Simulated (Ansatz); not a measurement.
# LiS2: the cost of one run

Method: DFT PBE+D3(BJ), scalar-relativistic, plane waves, PAW, in Ansatz 0.2.0.

## (1) Starting point

Symmetry: P-6m2, No. 187, hexagonal system. The conventional cell has a = 3.001 Å, b = 3.001 Å, c = 22.000 Å, α = 90.00°, β = 90.00°, γ = 120.00°. Around Li (site symmetry 3m) lie 6 S at 2.07 Å. Around S (site symmetry 3m) lie 3 Li at 2.07 Å.

Structure file:

```xyz
6
Lattice="3.0014 0.0000 0.0000 -1.5007 2.5993 0.0000 0.0000 0.0000 22.0000" Properties=species:S:1:pos:R:3 pbc="T T F"
Li    0.0000    0.0000    8.3796
Li    0.0000    0.0000   13.6204
S     0.0000    1.7328    7.2442
S     1.5007    0.8664    9.5150
S     1.5007    0.8664   12.4850
S     0.0000    1.7328   14.7558
```

Recipe of the guess: sheets of the M2X type as a bilayer. Lengths come from tabulated atomic sizes and are only a guess.

It is a sheet, periodic along a and b, with vacuum along c; volumes and pressures of the box carry no meaning, and space groups named for it are those of the box.

## (2) Probe: one point on a coarse mesh

The input, input.yaml:

```yaml
crystal:
  lattice:
    - [3.00135593, 0.0, 0.0]
    - [-1.50067797, 2.59925048, 0.0]
    - [0.0, 0.0, 22.0]
  atoms:
    - { symbol: Li, position: [0.0, 0.0, 0.38089176] }
    - { symbol: Li, position: [0.0, 0.0, 0.61910824] }
    - { symbol: S, position: [0.33333333, 0.66666667, 0.32928351] }
    - { symbol: S, position: [0.66666667, 0.33333333, 0.4325] }
    - { symbol: S, position: [0.66666667, 0.33333333, 0.5675] }
    - { symbol: S, position: [0.33333333, 0.66666667, 0.67071649] }
  periodic: [true, true, false]
basis:
  ecutwfc: 420
kpoints:
  mp_grid: { grid: [6, 6, 1] }
hamiltonian:
  xc: pbe
  dispersion: d3bj
scf:
  occupations: { method: gaussian, width: 0.1 }
  lower_state_search: "off"
output:
  forces: true
  stress: true
  eigenvalues: true
```

Launch:

```console
$ ansatz run input.yaml --threads 1 --pin off --max-ram 2048MiB --backend cpu --events-out ev --progress --plain --runs-dir out
```

Q: Estimate wall time and peak memory on 1 thread of Intel Xeon Platinum 8488C (Sapphire Rapids), shared host.

About 6.8 s, with a peak of 0.46 GiB.
